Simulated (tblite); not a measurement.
# C6H14Si2: the cost of one run

Computed with tblite 0.8.0 and PySCF 2.14.0, with density-fitted response routines of our own, on a single molecule in the gas phase. Atoms are numbered from 0 throughout.

**1. The molecule as given**

22 atoms, charge 0, multiplicity 1; geometry from: force field or distance geometry start.

Bonds of the start (Å): C0–C1 1.47, C1–C2 1.19, C2–C3 1.48, C3–C4 1.53, C4–C5 1.55, C5–Si6 1.87, C5–Si7 1.88, C0–H8 1.09, C0–H9 1.10, C0–H10 1.09, C3–H11 1.09, C3–H12 1.11, C4–H13 1.09, C4–H14 1.11, C5–H15 1.09, Si6–H16 1.49, Si6–H17 1.49, Si6–H18 1.49, Si7–H19 1.48, Si7–H20 1.49, Si7–H21 1.49.

**2. Optimising the geometry with GFN2-xTB**

What the job is given:

```
{"job": {"kind": "relax", "xc": "GFN2-xTB", "basis": "xTB"}, "charge": 0, "multiplicity": 1}
C      3.747500    -1.368400    -0.643300
C      2.731800    -0.408600    -0.173600
C      1.922700     0.364900     0.232200
C      0.906400     1.332300     0.703400
C     -0.374000     1.295900    -0.128900
C     -1.164400    -0.037100    -0.098700
Si    -2.039000    -0.436900     1.508000
Si    -2.564500    -0.111600    -1.346500
H      4.412300    -0.897700    -1.368300
H      3.256600    -2.223800    -1.121700
H      4.344500    -1.741000     0.184800
H      1.327200     2.332300     0.668500
H      0.676500     1.134600     1.775900
H     -1.012800     2.125200     0.188500
H     -0.098800     1.531900    -1.174200
H     -0.483400    -0.861500    -0.322900
H     -3.017400     0.624400     1.864100
H     -2.719800    -1.765100     1.455800
H     -1.045400    -0.494300     2.617200
H     -2.012600     0.122600    -2.701500
H     -3.580500     0.949500    -1.079700
H     -3.223400    -1.448200    -1.355900
```

The run is started by

```
$ OMP_NUM_THREADS=1 python probes_run.py task.json out
```

This one command runs all jobs of the session in turn.

Q: Estimate the wall time of this first job on 1 thread of Intel Xeon at 2.50GHz, shared host.

About 2.2 s.
